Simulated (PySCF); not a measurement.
# C3H8BNS: electronic excitations and core binding energies

Aim: predict the electronic excitations and core binding energies of C3H8BNS (`CS/C=C/BN`).

Computed with PySCF 2.14.0, with density-fitted response routines of our own, on a single molecule in the gas phase. Atoms count from 0, in the outputs and in this text.

**1. Starting geometry**

14 atoms, charge 0, multiplicity 1; geometry from: GFN2-xTB.

Bonds of the start (Å): C0–S1 1.81, S1–C2 1.75, C2–C3 1.33, C3–B4 1.56, B4–N5 1.38, C0–H6 1.09, C0–H7 1.09, C0–H8 1.09, C2–H9 1.08, C3–H10 1.08, B4–H11 1.17, N5–H12 1.01, N5–H13 1.01.

**2. Ultraviolet spectrum: CAM-B3LYP/def2-SVPD**

Job settings and geometry (Å):

```
{"job": {"kind": "uv", "xc": "CAM-B3LYP", "basis": "def2-SVPD", "nstates": 8, "ntriplets": 3}, "charge": 0, "multiplicity": 1}
C     -2.746887     0.168542    -0.300130
S     -1.639307     0.970272    -1.492488
C     -0.057485     0.782725    -0.764810
C      0.267106     0.230588     0.403400
B      1.716423     0.117072     0.958864
N      2.814183     0.297407     0.135069
H     -2.464620    -0.873848    -0.183699
H     -3.746115     0.240305    -0.717249
H     -2.700134     0.693107     0.649771
H      0.680101     1.216434    -1.424187
H     -0.533919    -0.156721     1.021251
H      1.899225    -0.138851     2.089518
H      2.744291     0.501241    -0.847779
H      3.766460     0.231280     0.450302
```

Level: TDDFT CAM-B3LYP/def2-SVPD, vertical, gas phase, core orbitals frozen in the response.

The run is started by

```console
> OMP_NUM_THREADS=1 python probes_run.py task.json out
```

This one command runs all jobs of the session in turn.

**Question.** This job is followed by: delta-SCF UKS SCAN, pcX-2 on the ionised atom, pcseg-1 elsewhere, spin-free X2C. What will the session give for the following? lowest singlet (CAM-B3LYP/def2-SVPD); lowest triplet; surface potential, 1st and 99th percentile; C1s binding energies, SCAN/pcX-2; S1s binding energies, SCAN/pcX-2; S2p binding energies, SCAN/pcX-2; B1s binding energies, SCAN/pcX-2; N1s binding energies, SCAN/pcX-2.

As calculated:

| quantity | value |
| --- | --- |
| lowest singlet (CAM-B3LYP/def2-SVPD) | 5.02 eV (247 nm), f = 0.389 |
| lowest triplet | 3.39 eV |
| surface potential, 1st and 99th percentile | -0.86 V and 1.69 V |
| C1s binding energies, SCAN/pcX-2 | C0 291.31, C2 290.74, C3 289.16 eV |
| S1s binding energies, SCAN/pcX-2 | S1 2477.06 eV |
| S2p binding energies, SCAN/pcX-2 | S1 169.62 eV |
| B1s binding energies, SCAN/pcX-2 | B4 194.72 eV |
| N1s binding energies, SCAN/pcX-2 | N5 404.83 eV |

**Reading.** The lowest singlet, at 5.02 eV, is HOMO→LUMO 0.97 and is bright. The lowest triplet lies 1.63 eV below the lowest singlet (triplets in Tamm-Dancoff, singlets in full TDDFT). The C1s levels kept as sound span 2.15 eV, from C3 (alkene CH) up to C0 (methyl carbon bonded to S).
